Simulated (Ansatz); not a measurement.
# C2H8GeO: the cost of one run

Method: the settings change from run to run; program: Ansatz 0.2.0, Gaussian basis.

**1. The relaxed structure**

An earlier PBE0-D4 in a triple-zeta def2 set relaxation fixed the geometry.

SMILES `CO[CH2][GeH3]`, 12 atoms, charge 0, spin multiplicity 1.

Atoms are counted from 1 here; the program's logs count them from 0.

Bond lengths: C1–O2 1.402 Å, C1–H5 1.099 Å, C1–H6 1.099 Å, C1–H7 1.090 Å, O2–C3 1.404 Å, C3–Ge4 1.967 Å, C3–H8 1.101 Å, C3–H9 1.101 Å, Ge4–H10 1.540 Å, Ge4–H11 1.536 Å, Ge4–H12 1.536 Å. Angles: O2–C1–H5 111.4°, O2–C1–H6 111.4°, O2–C1–H7 107.6°, H5–C1–H6 108.4°, H5–C1–H7 109.1°, H6–C1–H7 109.1°, C1–O2–C3 112.4°, O2–C3–Ge4 108.5°, O2–C3–H8 111.2°, O2–C3–H9 111.2°, Ge4–C3–H8 109.4°, Ge4–C3–H9 109.4°, H8–C3–H9 107.1°, C3–Ge4–H10 108.7°, C3–Ge4–H11 110.0°, C3–Ge4–H12 110.0°, H10–Ge4–H11 109.3°, H10–Ge4–H12 109.3° and more.

**2. LC-wPBE/cc-pVTZ-DK**

This run has density fitting with cc-pVTZ-jkfit, a point charge of 1.00 e beside it, high accuracy.

Input file in.yaml:

```yaml
crystal:
  periodic: [false, false, false]
  atoms:
    - {symbol: C, position_ang: [-0.286726, 1.970818, 0.433971]}
    - {symbol: O, position_ang: [0.239189, 0.680045, 0.588442]}
    - {symbol: C, position_ang: [-0.231016, -0.210238, -0.390144]}
    - {symbol: Ge, position_ang: [0.575113, -1.975133, -0.067901]}
    - {symbol: H, position_ang: [-1.382702, 1.968537, 0.513905]}
    - {symbol: H, position_ang: [-0.011129, 2.401352, -0.538779]}
    - {symbol: H, position_ang: [0.126819, 2.592713, 1.228469]}
    - {symbol: H, position_ang: [0.033921, 0.134286, -1.401307]}
    - {symbol: H, position_ang: [-1.327681, -0.296481, -0.355210]}
    - {symbol: H, position_ang: [0.062149, -2.953949, -1.140003]}
    - {symbol: H, position_ang: [0.173603, -2.489542, 1.322614]}
    - {symbol: H, position_ang: [2.105261, -1.877708, -0.160159]}
basis:
  gaussian: {orbitals: cc-pVTZ-DK, fitting: {mean_field: cc-pVTZ-jkfit}, point_charges: [{charge: 1.00, position_ang: [5.284, -0.293, -0.091]}]}
hamiltonian: {xc: {name: LC-wPBE}}
accuracy: high
```

Started as:

```sh
$ ansatz run in.yaml --threads 4 --pin off --events-out ev --progress --plain --max-ram 10444MiB
```

**Question.** How long does this run take on 4 threads of Arm Neoverse V2, shared host, and how much memory does it need?

About 5.5 s, with a peak of 0.66 GiB.
